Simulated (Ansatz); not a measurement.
# Li3Au: the cost of one run

Program: Ansatz 0.2.0, driven from Python. The levels of theory stand in the script. These are calculated values, not measurements.

## (1) The structure

Symmetry: I4/mmm, No. 139, tetragonal system. The conventional cell has a = 4.052 Å, b = 4.052 Å, c = 7.602 Å, α = 90.00°, β = 90.00°, γ = 90.00°. Li (site symmetry -4m2) is surrounded by 8 Li at 2.78 to 2.87 Å and 4 Au at 2.78 Å. Li (site symmetry 4/mmm) has 8 Li at 2.78 Å and 4 Au at 2.87 Å in its first shell of neighbours. Around Au (site symmetry 4/mmm) lie 12 Li at 2.78 to 2.87 Å.

POSCAR_li3au, read by the script:

```text
Li3Au
1.0
  -2.02605200    2.02605200    3.80107200
   2.02605200   -2.02605200    3.80107200
   2.02605200    2.02605200   -3.80107200
Li Au
3 1
Direct
   0.75000000    0.25000000    0.50000000
   0.25000000    0.75000000    0.50000000
   0.50000000    0.50000000    0.00000000
   0.00000000    0.00000000    0.00000000
```

## (2) Script

Input file soc_li3au.py:

```python
"""What spin-orbit coupling does to the bands of Li3Au."""

import ansatz as az
from ase.io import read

atoms = read("POSCAR_li3au", format="vasp")
xtal = az.Crystal.from_ase(atoms)

model = (
    xtal.calculation()
    .kpoints(8)
    .functional("pbesol")
    .scf(tolerance=1e-09)
    .occupations("Fermi-Dirac", width=0.1)
    .band_table()
)
for label, variant in (("scalar-relativistic", model), ("spin-orbit", model.spin(soc=True))):
    data = variant.run(threads=1).report
    zero = data["band_edges_ev"][0] if data.get("band_edges_ev") else data["fermi_energy_ev"]
    near = [round(e - zero, 3) for e in data["eigenvalues_ev"][0] if abs(e - zero) < 3]
    print(label)
    print("  band edges (eV):", [round(e, 3) for e in data.get("band_edges_ev") or []] or "none reported")
    print("  levels at k =", data["kpoints_frac"][0], "within 3 eV of the zero:", near)
```

## (3) What the engine is handed

The engine receives this input (first run):

```yaml
crystal:
  lattice:
    - [-2.026052, 2.026052, 3.801072]
    - [2.026052, -2.026052, 3.801072]
    - [2.026052, 2.026052, -3.801072]
  atoms:
    - { symbol: Li, position: [0.75, 0.25, 0.5] }
    - { symbol: Li, position: [0.25, 0.75, 0.5] }
    - { symbol: Li, position: [0.5, 0.5, 0.0] }
    - { symbol: Au, position: [0.0, 0.0, 0.0] }
kpoints:
  mp_grid:
    grid: [8, 8, 8]
hamiltonian:
  xc: pbesol
scf:
  convergence:
    dr2_threshold: 1.0e-09
  occupations:
    method: fermi_dirac
    width: 0.1
output:
  eigenvalues: true
```

## (4) The run

Run with:

```bash
python soc_li3au.py
```

**Question.** How long does this script take on 1 thread of Arm Neoverse V2, shared host, and how much memory does it need?

About 18 s, with a peak of 0.66 GiB.
